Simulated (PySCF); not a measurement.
**SiClF2 (SMILES F[Si](F)Cl): UCCSDT/STO-6G**

What is the vertical ionisation energy of SiClF2 at UCCSDT/STO-6G? The job is set up through a Python script.

The calculation is run with PySCF 2.14.0.

9 further runs of the same task are left out: 1 that didn't finish, 8 set aside as unsound or not needed.

## Step 1: The structure to begin with

SiClF2: 4 atoms, total charge 0, spin state doublet. As SMILES, `F[Si](F)Cl`. The shape is that of a PBE0-D4/def2-TZVP optimisation.

Bond lengths: F1–Si2 1.585 Å, Si2–F3 1.585 Å, Si2–Cl4 2.036 Å. Angles: F1–Si2–F3 107.0°, F1–Si2–Cl4 108.9°, F3–Si2–Cl4 108.9°.

## Step 2: A single-point energy at UCCSDT/STO-6G

File input.py:

```python
# F[Si](F)Cl
from pyscf import gto, cc

system = gto.M(
    atom='''
F      1.308200     0.129000     0.798000
Si     0.221200    -0.316500    -0.265700
F     -0.871800    -1.157400     0.514900
Cl    -0.657600     1.344900    -1.047300
''',
    max_memory=1860,
    spin=1,
    basis='sto-6g',
    verbose=3,
)

mf = system.UHF()
mf.conv_tol = 1e-10
mf.kernel()
if not mf.converged:
    mf = mf.newton().run(mf.mo_coeff, mf.mo_occ)

mycc = cc.CCSDT(mf, frozen=12)
mycc.kernel()
e_final = mycc.e_tot
print('E = %.10f Eh' % e_final)
```

Launch:

```bash
OMP_NUM_THREADS=1 python input.py
```

The program printed:

```text
converged SCF energy = -943.855559250877  <S^2> = 0.75545726  2S+1 = 2.0054498
_make_eris_incore_UCCSDT

WARN: A large `blksize_v_aaa` is being used, which may cause large memory consumption
      for storing contraction intermediates. If memory is sufficient, consider using
      `pyscf.cc.uccsdt_highm.UCCSDT` instead.

WARN: A large `blksize_v_aab` is being used, which may cause large memory consumption
      for storing contraction intermediates. If memory is sufficient, consider using
      `pyscf.cc.uccsdt_highm.UCCSDT` instead.

UCCSDT converged
E(UCCSDT) = -943.9351407890689   E_corr = -0.07958153819189637
E_corr(same-spin) = -0.0160836514045199
E_corr(oppo-spin) = -0.0634978867873765
E = -943.9351407891 Eh
```

Wall time 4.8 s (1 thread of Arm Neoverse V1, shared host); peak memory 0.13 GiB.

## Step 3: The singlet cation

File calc.py:

```python
from pyscf import gto, cc

molecule = gto.M(
    atom='F 1.308200 0.129000 0.798000; Si 0.221200 -0.316500 -0.265700; F -0.871800 -1.157400 0.514900; Cl -0.657600 1.344900 -1.047300',
    basis='sto-6g',
    charge=1,
    max_memory=1860,
    verbose=4,
)

calc0 = molecule.RHF()
calc0.conv_tol = 1e-10
calc0.kernel()
if not calc0.converged:
    calc0 = calc0.newton().run(calc0.mo_coeff, calc0.mo_occ)

mycc = cc.CCSDT(calc0, frozen=12)
mycc.kernel()
e_tot = mycc.e_tot
print('Final energy', e_tot)
```

Launch:

```bash
OMP_NUM_THREADS=1 python calc.py
```

The program printed:

```text
PySCF version 2.14.0

[INPUT] num. atoms = 4
[INPUT] num. electrons = 48
[INPUT] charge = 1
[INPUT] spin (= nelec alpha-beta = 2S) = 0
[INPUT] symmetry False subgroup None
[INPUT] Mole.unit = angstrom
[INPUT] Symbol           X                Y                Z      unit          X                Y                Z       unit  Magmom
[INPUT]  1 F      1.308200000000   0.129000000000   0.798000000000 AA    2.472139716156   0.243774670069   1.508001447403 Bohr   0.0
[INPUT]  2 Si     0.221200000000  -0.316500000000  -0.265700000000 AA    0.418007418754  -0.598098318425  -0.502100231297 Bohr   0.0
[INPUT]  3 F     -0.871800000000  -1.157400000000   0.514900000000 AA   -1.647463235396  -2.187169016572   0.973019981539 Bohr   0.0
[INPUT]  4 Cl    -0.657600000000   1.344900000000  -1.047300000000 AA   -1.242683899514   2.541492664928  -1.979110170257 Bohr   0.0

nuclear repulsion = 217.599300010855
number of shells = 16
number of NR pGTOs = 168
number of NR cGTOs = 28
basis = sto-6g
ecp = {}

[... 41 lines left out ...]
converged SCF energy = -943.582337568936
[... 16 lines left out ...]
WARN: A large `blksize` is being used, which may cause large memory consumption
[... 12 lines left out ...]
Init t2, MP2 energy = -943.685112818327  E_corr(MP2) -0.102775249391
[... 23 lines left out ...]
RCCSDT converged
[... 3 lines left out ...]
Final energy -943.7167034026189
```

Wall time 3.6 s (1 thread of Arm Neoverse V1, shared host); peak memory 0.12 GiB.

## Step 4: What came out

Level: UCCSDT/STO-6G, 12 core orbitals frozen.

```
                                                                  quantity          value
                                              doublet SiClF2: total energy  -943.93514 Eh
                      doublet SiClF2: dipole moment (Hartree–Fock density)         2.77 D
doublet SiClF2: HOMO energy (Hartree–Fock orbitals) (highest over α and β)       -7.84 eV
 doublet SiClF2: LUMO energy (Hartree–Fock orbitals) (lowest over α and β)        4.02 eV
              doublet SiClF2: correlation energy (12 core orbitals frozen)      -79.6 mEh
                         doublet SiClF2: ⟨S²⟩ of the reference determinant          0.755
                                             doublet SiClF2: T1 diagnostic          0.014
                                              singlet cation: total energy  -943.71670 Eh
                       singlet cation: HOMO energy (Hartree–Fock orbitals)      -18.59 eV
                       singlet cation: LUMO energy (Hartree–Fock orbitals)       -6.87 eV
                     singlet cation: HOMO–LUMO gap (Hartree–Fock orbitals)       11.72 eV
              singlet cation: correlation energy (12 core orbitals frozen)     -134.4 mEh
                                             singlet cation: T1 diagnostic          0.025
                        vertical ionisation energy (to the singlet cation)       5.944 eV
```

Removing an electron at fixed nuclei costs 5.94 eV (574 kJ/mol). Only the singlet of the ionised species was computed; a triplet could lie lower. In a minimal basis such a difference can be off by several eV, whatever the method. The T1 diagnostic (singlet cation) of 0.025 is above the customary mark for such species, so a single reference may not serve. Mulliken charges (singlet cation) of the mean-field density run from -0.18 on F1 to +1.45 on Si2; they depend strongly on the basis.
